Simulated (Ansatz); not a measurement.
# RbW: the cost of one run

Program: Ansatz 0.2.0. Level of theory: DFT PBE, scalar-relativistic, plane waves, PAW. These are calculated values, not measurements.

## (1) The structure to begin with

Symmetry: Fd-3m, No. 227, cubic system. The conventional cell has a = 7.887 Å, b = 7.887 Å, c = 7.887 Å, α = 90.00°, β = 90.00°, γ = 90.00°. Around Rb (site symmetry -43m) lie 4 Rb at 3.42 Å and 4 W at 3.42 Å. W (site symmetry -43m) has 4 Rb at 3.42 Å and 4 W at 3.42 Å as nearest neighbours.

Coordinates:

```cif
data_structure
_symmetry_space_group_name_H-M 'Fd-3m:1'
_symmetry_Int_Tables_number 227
_cell_length_a 7.8873
_cell_length_b 7.8873
_cell_length_c 7.8873
_cell_angle_alpha 90.000
_cell_angle_beta 90.000
_cell_angle_gamma 90.000
_cell_volume 490.66
loop_
_atom_site_label
_atom_site_type_symbol
_atom_site_symmetry_multiplicity
_atom_site_Wyckoff_symbol
_atom_site_fract_x
_atom_site_fract_y
_atom_site_fract_z
_atom_site_occupancy
Rb1 Rb 8 a 0.50000 0.00000 0.50000 1
W1 W 8 b 0.00000 0.00000 0.50000 1
```

This is candidate A: NaTl (B32) type (Fd-3m, No. 227).

(A quick probe on a coarse mesh, which set the mesh and smearing, is not shown.)

## (3) Coarse relaxation (candidate A)

input.yaml reads:

```yaml
crystal:
  lattice:
    - [0.0, 3.9436257018, 3.9436257018]
    - [3.9436257018, 0.0, 3.9436257018]
    - [3.9436257018, 3.9436257018, 0.0]
  atoms:
    - { symbol: Rb, position: [0.5, 0.5, 0.5] }
    - { symbol: Rb, position: [0.75, 0.75, 0.75] }
    - { symbol: W, position: [0.0, 0.0, 0.0] }
    - { symbol: W, position: [0.25, 0.25, 0.25] }
basis:
  ecutwfc: 420
kpoints:
  mp_grid: { grid: [4, 4, 4] }
hamiltonian:
  xc: pbe
scf:
  occupations: { method: gaussian, width: 0.1 }
  lower_state_search: "off"
output:
  forces: true
  stress: true
  eigenvalues: true
relax:
  adjacent_minimum: "off"
  f_tol: 0.04
  max_steps: 70
  cell: { stress_tol: 0.4 }
```

Launch:

```sh
> ansatz run input.yaml --threads 1 --pin off --max-ram 2560MiB --backend cpu --events-out ev --progress --plain --runs-dir out
```

What time and memory should one allow on 1 thread of Arm Neoverse V2, shared host?

About 9.3 s, with a peak of 0.36 GiB.
